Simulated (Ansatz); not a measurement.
Crystal: InSb3.

```xyz
4
Lattice="0.0000 3.7946 3.7946 3.7946 0.0000 3.7946 3.7946 3.7946 0.0000" Properties=species:S:1:pos:R:3 pbc="T T T"
Sb    3.7946    3.7946    3.7946
Sb    5.6918    5.6918    5.6918
Sb    1.8973    1.8973    1.8973
In    0.0000    0.0000    0.0000
```

The cell comes from a database or a generator and needn't be the stable form of this composition.

Base run:

| Item | Value |
| --- | --- |
| Program | Ansatz 0.2.0 |
| Functional | LDA |
| Potentials or basis | Ansatz PAW |
| Cutoff | 420 eV (not typed: the program's choice for these potentials) |
| k mesh | 6 × 6 × 6 |
| Occupations | fermi-dirac, width 0.05 eV |
| Spin | no spin polarisation |

Its results: band gap on the k mesh none (metal or under the smearing width); pressure -4.2 GPa.

Problem. The run is repeated on the same cell with these changes: functional from LDA to PBE. What comes out?

Solution. Band gap on the k mesh none (metal or under the smearing width); pressure -0.2 GPa.

PBE binds less tightly than LDA, so the same cell stands under more pressure.

Caveats: spin-orbit coupling is left out, which moves the levels of the heavy elements; the PAW data sets come from PBE, with cores solved anew for the run's functional, which leaves a small shift of forces and pressure (some runs).
